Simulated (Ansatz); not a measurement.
# ClHTa: the cost of one run

Program: Ansatz 0.2.0, Gaussian basis. Level of theory: def2-SVP, all electrons in the functionals, frozen cores in the correlation of double hybrids and RPA. These are calculated values, not measurements.

To be run: wB97M-V, B2PLYP, RPA-PBE, at charge 0, quartet; charge 0, doublet; charge 0, sextet; charge 1, triplet; charge 1, quintet; displaced geometry v1; displaced geometry v2.

36 further runs of the same task are left out: 12 for a known fault of the program, 8 that didn't finish, 16 set aside as unsound or not needed. Runs told in other sessions of the task aren't counted.

### Step 1. The geometry

The geometry is a PBE0/def2-TZVP stationary point (not a proven minimum). No spin-orbit coupling is included. Elements past krypton take def2 core potentials.

3 atoms, charge 0, spin multiplicity 4.

Atoms are counted from 1 here; the program's logs count them from 0.

Bond lengths: Ta1–Cl2 2.311 Å, Ta1–H3 1.863 Å. Angles: Cl2–Ta1–H3 180.0°.

As a file:

```xyz
3
ClHTa
Ta    0.00000    0.00000    0.14960
Cl    0.00000    0.00000   -2.16170
H     0.00000    0.00000    2.01210
```

No dispersion term is added; wB97M-V holds VV10 nonlocal correlation.

The geometry shown and the zero of energy belong to the point charge 0, quartet. The yardstick, UCCSD(T), and other wave-function levels (R restricted, U unrestricted, valence and pair active spaces) come from earlier runs.

### Step 2. wB97M-V, charge 0, quartet

Input file in.yaml:

```yaml
crystal:
  periodic: [false, false, false]
  atoms:
    - {symbol: Ta, position_ang: [0.000000, 0.000000, 0.149600]}
    - {symbol: Cl, position_ang: [0.000000, 0.000000, -2.161700]}
    - {symbol: H, position_ang: [0.000000, 0.000000, 2.012100]}
basis:
  gaussian: {orbitals: def2-SVP}
magnetization: {spin_polarized: true, initial_magnetization: 3}
hamiltonian: {xc: {name: wB97M-V}}
output: {orbitals: {seedname: orbitals}}
```

Started as:

```
$ ansatz run in.yaml --threads 1 --pin off --events-out ev --progress --plain --max-ram 2393MiB
```

What time and memory should one allow on 1 thread of Intel Xeon 6975P-C, shared host?

About 24 s, with a peak of 0.31 GiB.
